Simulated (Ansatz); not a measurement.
# C₂H₈AlNSi: a ladder of functionals and wavefunction methods

One table from this session's results is given with a row withheld; the runs are named, their logs left out.

The runs use Ansatz 0.2.0, Gaussian basis; functionals in def2-TZVPP, the program's frozen cores in correlated methods.

Levels to be run: LDA (SPW92), PBE-D4, revPBE-D4, BLYP-D4, r2SCAN-D4, B97M-V, PBE0-D4, B3LYP-D4, r2SCANh-D4, r2SCAN0-D4, HSE06-D4, BHLYP-D4, CAM-B3LYP-D4, LC-ωPBE, ωB97X-V, ωB97M-V, B2PLYP, PBE-QIDH; CCSD(T)/def2-SVP; CCSD(T)/def2-TZVPP; MP2/def2-QZVPP; extrapolation to the limit; RPA on PBE.

### Structure used throughout

The geometry comes from an earlier relaxation with PBE0-D4 in a triple-zeta def2 set; it is a stationary point, not always the lowest conformer.

SMILES `C=N[CH]([AlH2])[SiH3]`, 13 atoms, charge 0, spin multiplicity 1.

Atoms are counted from 1 here; the program's logs count them from 0.

Bond lengths: C1–N2 1.262 Å, C1–H6 1.088 Å, C1–H7 1.099 Å, N2–C3 1.430 Å, C3–Al4 1.976 Å, C3–Si5 1.885 Å, C3–H8 1.108 Å, Al4–H9 1.587 Å, Al4–H10 1.581 Å, Si5–H11 1.492 Å, Si5–H12 1.488 Å, Si5–H13 1.486 Å. Angles: N2–C1–H6 119.2°, N2–C1–H7 123.0°, H6–C1–H7 117.8°, C1–N2–C3 120.3°, N2–C3–Al4 110.1°, N2–C3–Si5 108.6°, N2–C3–H8 114.4°, Al4–C3–Si5 105.3°, Al4–C3–H8 109.8°, Si5–C3–H8 108.3°, C3–Al4–H9 117.2°, C3–Al4–H10 120.7°, H9–Al4–H10 122.1°, C3–Si5–H11 109.9°, C3–Si5–H12 108.9°, C3–Si5–H13 111.7°, H11–Si5–H12 108.0°, H11–Si5–H13 108.6° and more.

Geometry (Å):

```
C    -1.99161    0.67623    0.98214
N    -0.77515    0.34168    0.96636
C    -0.16067   -0.08565   -0.25229
Al    0.49554   -1.93988   -0.06669
Si    1.38054    0.95926   -0.54755
H    -2.44294    0.99455    1.91962
H    -2.62829    0.66209    0.08651
H    -0.81046   -0.00617   -1.14576
H     1.15212   -2.60896   -1.34778
H     0.36796   -2.70603    1.31045
H     2.44535    0.57968    0.42584
H     1.89138    0.68838   -1.91847
H     1.09694    2.41034   -0.39768
```

Set-up of the first run:

in.yaml reads:

```yaml
crystal:
  periodic: [false, false, false]
  atoms:
    - {symbol: C, position_ang: [-1.991609, 0.676231, 0.982139]}
    - {symbol: N, position_ang: [-0.775153, 0.341675, 0.966361]}
    - {symbol: C, position_ang: [-0.160674, -0.085650, -0.252289]}
    - {symbol: Al, position_ang: [0.495539, -1.939884, -0.066688]}
    - {symbol: Si, position_ang: [1.380539, 0.959262, -0.547551]}
    - {symbol: H, position_ang: [-2.442936, 0.994549, 1.919616]}
    - {symbol: H, position_ang: [-2.628294, 0.662085, 0.086510]}
    - {symbol: H, position_ang: [-0.810461, -0.006175, -1.145757]}
    - {symbol: H, position_ang: [1.152124, -2.608964, -1.347777]}
    - {symbol: H, position_ang: [0.367957, -2.706030, 1.310445]}
    - {symbol: H, position_ang: [2.445354, 0.579682, 0.425844]}
    - {symbol: H, position_ang: [1.891376, 0.688379, -1.918471]}
    - {symbol: H, position_ang: [1.096938, 2.410339, -0.397679]}
basis:
  gaussian: {orbitals: def2-TZVPP}
hamiltonian: {xc: lda}
output: {orbitals: {seedname: orbitals}}
```

Command:

```sh
$ ansatz run in.yaml --threads 4 --pin off --events-out ev --progress --plain --max-ram 10444MiB
```

Steps of the session up to this table: LDA; PBE-D4 (GGA); revPBE-D4 (GGA); BLYP-D4 (GGA); r2SCAN-D4 (meta-GGA); B97M-V (meta-GGA); B3LYP-D4 (hybrid); r2SCANh-D4 (hybrid); r2SCAN0-D4 (hybrid); HSE06-D4 (hybrid); BHLYP-D4 (hybrid); CAM-B3LYP-D4 (range-separated); LC-ωPBE (range-separated); ωB97X-V (range-separated); ωB97M-V (range-separated); B2PLYP (double hybrid); PBE-QIDH (double hybrid).

One of the session's tables, all rows but one given; the rest of the session is left out.

It belongs to the step «Orbital energies across the functionals». 

```
  functional  HOMO (eV)  LUMO (eV)  gap (eV)
 LDA (SPW92)      -6.05      -2.66      3.39
      PBE-D4      -5.97      -2.39      3.58
   revPBE-D4      -5.92      -2.27      3.66
     BLYP-D4      -5.88      -2.27      3.61
   r2SCAN-D4      -6.26      -2.08      4.18
      B97M-V      -6.50      -2.33      4.17
     PBE0-D4      -7.28      -1.59      5.69
    B3LYP-D4      -7.08      -1.80      5.28
  r2SCANh-D4      -6.77      -1.81      4.96
  r2SCAN0-D4          ?          ?         ?
    HSE06-D4      -6.88      -1.96      4.93
    BHLYP-D4      -8.24      -0.79      7.45
CAM-B3LYP-D4      -8.56      -0.65      7.91
     LC-ωPBE      -9.88       0.46     10.34
     ωB97X-V      -9.52       0.32      9.84
     ωB97M-V      -9.41       0.03      9.43
```

Q: Estimate the row for r2SCAN0-D4 from the others.

Worked estimate for «HOMO (eV)». Against the share of exact exchange, r2SCAN-D4 (0, -6.26), r2SCANh-D4 (0.1, -6.77) give a slope of -5.10 per unit share; at 0.25 the line stands at -7.53.

As computed: HOMO (eV): -7.41; LUMO (eV): -1.42; gap (eV): 6.00. In «HOMO (eV)» the line misses by -0.12.
